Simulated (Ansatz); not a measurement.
# C₁₁H₈O₂: up Jacob's ladder to CCSD(T)

The task here is to estimate one member of a computed series from the others.

Method: functionals in def2-TZVPP, the program's frozen cores in correlated methods; program: Ansatz 0.2.0, Gaussian basis.

The runs, in order: LDA (SPW92), PBE-D4, revPBE-D4, BLYP-D4, r2SCAN-D4, B97M-V, PBE0-D4, B3LYP-D4, r2SCANh-D4, r2SCAN0-D4, HSE06-D4, BHLYP-D4, CAM-B3LYP-D4, LC-ωPBE, ωB97X-V, ωB97M-V, B2PLYP, PBE-QIDH; CCSD(T)/def2-SVP; CCSD(T)/def2-TZVPP; MP2/def2-QZVPP; extrapolation to the limit; RPA on PBE.

## Structure used throughout

The geometry comes from an earlier relaxation with PBE0-D4 in a triple-zeta def2 set; it is a stationary point, not always the lowest conformer.

SMILES `O=C(O)c1ccc2ccccc2c1`, 21 atoms, charge 0, spin multiplicity 1.

Atoms are counted from 1 here; the program's logs count them from 0.

Bond lengths: O1–C2 1.204 Å, C2–O3 1.346 Å, C2–C4 1.478 Å, O3–H14 0.967 Å, C4–C5 1.412 Å, C4–C13 1.372 Å, C5–C6 1.363 Å, C5–H15 1.083 Å, C6–C7 1.414 Å, C6–H16 1.085 Å, C7–C8 1.410 Å, C7–C12 1.422 Å, C8–C9 1.368 Å, C8–H17 1.085 Å, C9–C10 1.408 Å, C9–H18 1.084 Å, C10–C11 1.367 Å, C10–H19 1.084 Å and more. Angles: O1–C2–O3 122.1°, O1–C2–C4 124.6°, O3–C2–C4 113.3°, C2–O3–H14 106.0°, C2–C4–C5 117.7°, C2–C4–C13 122.0°, C5–C4–C13 120.3°, C4–C5–C6 120.2°, C4–C5–H15 118.2°, C6–C5–H15 121.6°, C5–C6–C7 120.9°, C5–C6–H16 120.3°, C7–C6–H16 118.8°, C6–C7–C8 122.2°, C6–C7–C12 118.9°, C8–C7–C12 118.8°, C7–C8–C9 120.7°, C7–C8–H17 118.8° and more.

Set-up of the first run:

in.yaml reads:

```yaml
crystal:
  periodic: [false, false, false]
  atoms:
    - {symbol: O, position_ang: [-0.635048, 0.087549, -4.136168]}
    - {symbol: C, position_ang: [0.164425, -0.117349, -3.259123]}
    - {symbol: O, position_ang: [1.434052, -0.478442, -3.520254]}
    - {symbol: C, position_ang: [-0.126822, -0.004365, -1.814653]}
    - {symbol: C, position_ang: [-1.434538, 0.370555, -1.435094]}
    - {symbol: C, position_ang: [-1.757777, 0.489469, -0.116150]}
    - {symbol: C, position_ang: [-0.797886, 0.241823, 0.891691]}
    - {symbol: C, position_ang: [-1.101512, 0.356322, 2.264319]}
    - {symbol: C, position_ang: [-0.147995, 0.109127, 3.213583]}
    - {symbol: C, position_ang: [1.155926, -0.264785, 2.835760]}
    - {symbol: C, position_ang: [1.480768, -0.384138, 1.513389]}
    - {symbol: C, position_ang: [0.518473, -0.135612, 0.510140]}
    - {symbol: C, position_ang: [0.826666, -0.251336, -0.859312]}
    - {symbol: H, position_ang: [1.506754, -0.519929, -4.483250]}
    - {symbol: H, position_ang: [-2.161032, 0.557486, -2.215887]}
    - {symbol: H, position_ang: [-2.761257, 0.777158, 0.178344]}
    - {symbol: H, position_ang: [-2.106024, 0.644277, 2.555323]}
    - {symbol: H, position_ang: [-0.394074, 0.200658, 4.265279]}
    - {symbol: H, position_ang: [1.900789, -0.457503, 3.598991]}
    - {symbol: H, position_ang: [2.483180, -0.671718, 1.214784]}
    - {symbol: H, position_ang: [1.828431, -0.538548, -1.154812]}
basis:
  gaussian: {orbitals: def2-TZVPP}
hamiltonian: {xc: lda}
output: {orbitals: {seedname: orbitals}}
```

Started as:

```sh
$ ansatz run in.yaml --threads 5 --pin off --events-out ev --progress --plain --max-ram 66560MiB --backend cuda --devices 0, --max-vram 37GiB
```

Among the steps run: LDA; PBE-D4 (GGA); revPBE-D4 (GGA); BLYP-D4 (GGA); r2SCAN-D4 (meta-GGA); B97M-V (meta-GGA); B3LYP-D4 (hybrid); r2SCANh-D4 (hybrid); r2SCAN0-D4 (hybrid); HSE06-D4 (hybrid); BHLYP-D4 (hybrid); CAM-B3LYP-D4 (range-separated); LC-ωPBE (range-separated); ωB97X-V (range-separated); ωB97M-V (range-separated); B2PLYP (double hybrid); PBE-QIDH (double hybrid).

One of the session's tables, all rows but one given; the rest of the session is left out.

It belongs to the step «Frontier levels by functional». 

```
  functional  HOMO (eV)  LUMO (eV)  gap (eV)
 LDA (SPW92)      -6.02      -2.85      3.17
      PBE-D4      -5.79      -2.59      3.20
   revPBE-D4      -5.71      -2.49      3.21
     BLYP-D4      -5.59      -2.42      3.18
   r2SCAN-D4      -5.93      -2.50      3.44
      B97M-V      -5.88      -2.39      3.49
     PBE0-D4      -6.66      -1.80      4.85
    B3LYP-D4      -6.45      -1.96      4.50
  r2SCANh-D4      -6.26      -2.20      4.06
  r2SCAN0-D4          ?          ?         ?
    HSE06-D4      -6.28      -2.17      4.11
    BHLYP-D4      -7.33      -0.84      6.49
CAM-B3LYP-D4      -7.75      -0.78      6.97
     LC-ωPBE      -8.95       0.15      9.10
     ωB97X-V      -8.62       0.17      8.79
     ωB97M-V      -8.56       0.13      8.69
```

Estimate the missing values for r2SCAN0-D4.

Worked estimate for «HOMO (eV)». Against the share of exact exchange, r2SCAN-D4 (0, -5.93), r2SCANh-D4 (0.1, -6.26) give a slope of -3.30 per unit share; at 0.25 the line stands at -6.75.

As computed: HOMO (eV): -6.76; LUMO (eV): -1.76; gap (eV): 5.00. In «HOMO (eV)» the line misses by +0.01.
